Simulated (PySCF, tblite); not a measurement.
**C6H7F3O2: geometry, infrared bands, NMR shifts, spin-spin couplings and electronic excitations**

What infrared bands, NMR shifts, spin-spin couplings and electronic excitations should C6H7F3O2 (`FC(F)(F)[C@H]1OCC12COC2`) show?

Computed with tblite 0.8.0 and PySCF 2.14.0, with density-fitted response routines of our own, on a single molecule in the gas phase. Atoms are numbered from 0 throughout.

## Step 1: The molecule as given

18 atoms, charge 0, multiplicity 1; geometry from: force field or distance geometry start.

Bonds of the start (Å): F0–C1 1.42, C1–F2 1.38, C1–F3 1.36, C1–C4 1.51, C4–O5 1.39, O5–C6 1.39, C6–C7 1.47, C7–C8 1.44, C8–O9 1.41, O9–C10 1.39, C7–C4 1.44, C10–C7 1.49, C4–H11 1.13, C6–H12 1.11, C6–H13 1.10, C8–H14 1.12, C8–H15 1.10, C10–H16 1.10, C10–H17 1.11.

## Step 2: Geometry optimisation with GFN2-xTB

What the job is given:

```
{"job": {"kind": "relax", "xc": "GFN2-xTB", "basis": "xTB"}, "charge": 0, "multiplicity": 1}
F      3.151700    -0.357100    -0.504200
C      1.899200     0.233400    -0.814100
F      2.024300     1.540700    -0.405500
F      1.693600     0.052700    -2.147500
C      0.885100    -0.560800    -0.034200
O      1.140000    -0.494900     1.327500
C     -0.225400    -0.587000     1.555400
C     -0.438400    -0.044600     0.211200
C     -0.892000     1.295900    -0.067100
O     -1.587100     0.786300    -1.187600
C     -1.617200    -0.475900    -0.599300
H      0.956700    -1.636600    -0.377100
H     -0.533100    -1.653200     1.625400
H     -0.617300     0.043000     2.372500
H     -1.649800     1.688300     0.665800
H     -0.216700     2.091200    -0.407000
H     -1.476900    -1.324700    -1.281600
H     -2.505700    -0.590300     0.055700
```

Command:

```
OMP_NUM_THREADS=2 python probes_run.py task.json out
```

One launch serves the whole session: the jobs run in the order shown.

**Question.** This job is followed by: GFN2-xTB harmonic vibrations, gas phase; PBE0-D3(BJ)/def2-SVP geometry optimisation, gas phase; GIAO PBE0/pcSseg-1 NMR shielding, non-relativistic, gas phase; B3LYP/pcJ-1 indirect spin-spin coupling, non-relativistic, gas phase; TDDFT B3LYP/def2-SVPD, vertical, gas phase, core orbitals frozen in the response; GIAO WP04/pcSseg-2 NMR shielding, non-relativistic, gas phase. What will the session give for the following? strongest single infrared mode (GFN2-xTB); zero-point energy (GFN2-xTB); point group; rotational constants (main isotopes); ¹³C shifts against TMS (PBE0/pcSseg-1); ¹H shifts against TMS (PBE0/pcSseg-1); ¹⁹F shifts against CFCl3 (PBE0/pcSseg-1, means over atoms taken as alike); ¹⁷O shifts against H2O (PBE0/pcSseg-1); surface potential, 1st and 99th percentile; largest coupling of the table (B3LYP/pcJ-1); lowest singlet (B3LYP/def2-SVPD); brightest single state of those computed; lowest triplet; range of the shift of C1.

**Answer**, as computed:

| quantity | value |
| --- | --- |
| strongest single infrared mode (GFN2-xTB) | 1057 cm⁻¹, 245 km/mol |
| zero-point energy (GFN2-xTB) | 79.3 kcal/mol |
| point group | C1 |
| rotational constants (main isotopes) | 1.89, 0.91, 0.76 GHz |
| ¹³C shifts against TMS (PBE0/pcSseg-1) | 129.4, 85.0, 82.5, 81.9, 76.6, 42.0 ppm |
| ¹H shifts against TMS (PBE0/pcSseg-1) | 5.03, 4.81, 4.80, 4.72, 4.64, 4.45, 4.29 ppm |
| ¹⁹F shifts against CFCl3 (PBE0/pcSseg-1, means over atoms taken as alike) | -92.1 ppm |
| ¹⁷O shifts against H2O (PBE0/pcSseg-1) | 15.0, -1.0 ppm |
| surface potential, 1st and 99th percentile | -1.40 V and 1.29 V |
| largest coupling of the table (B3LYP/pcJ-1) | ¹J(F,C) F0–C1, -347.4 Hz |
| lowest singlet (B3LYP/def2-SVPD) | 6.50 eV (191 nm), f = 0.002 |
| brightest single state of those computed | state 4, 7.25 eV, f = 0.031 |
| lowest triplet | 6.29 eV |
| range of the shift of C1 | 129.4 to 138.8 ppm |

What this shows: Over 90 steps the energy fell by 1.357 eV; of the close pairs, C4–C7 changed most, 1.442 to 1.535 Å (GFN2-xTB). All 48 modes are real, so the xTB geometry is a minimum. The strongest single mode, at 1057 cm⁻¹, moves mainly C1. GFN2-xTB is a fitted tight-binding method: band positions and strengths are rough. Its intensities can rank the bands wrongly. Relaxing lowered the energy by 0.133 eV in 7 steps; the close pair that moved most is F0–C1, from 1.366 to 1.328 Å (PBE0/def2-SVP). At PBE0/pcSseg-1: The widest tensor belongs to F0, F2, F3: span 155 ppm, with a paramagnetic part of -204 ppm. Of the pairs tabulated at B3LYP/pcJ-1, F0–C1 (mean over like pairs) couples most strongly (-347.4 Hz; Fermi contact -322.5 Hz). Couplings across rotatable bonds belong to this one conformer; where others are populated, the observed values are averages. Density functionals describe couplings to fluorine poorly, F–F couplings above all, so those rows are rough. The lowest singlet, at 6.50 eV, is HOMO→LUMO 0.96 and is weak; of the 10 states computed, the strongest absorption comes from state 4 at 7.25 eV. The lowest triplet lies 0.21 eV below the lowest singlet (triplets in Tamm-Dancoff, singlets in full TDDFT). In ppm, C1 moves most: its shift spreads over 9.4 ppm, from 129.4 (PBE0/pcSseg-1) to 138.8 (WP04/pcSseg-2).
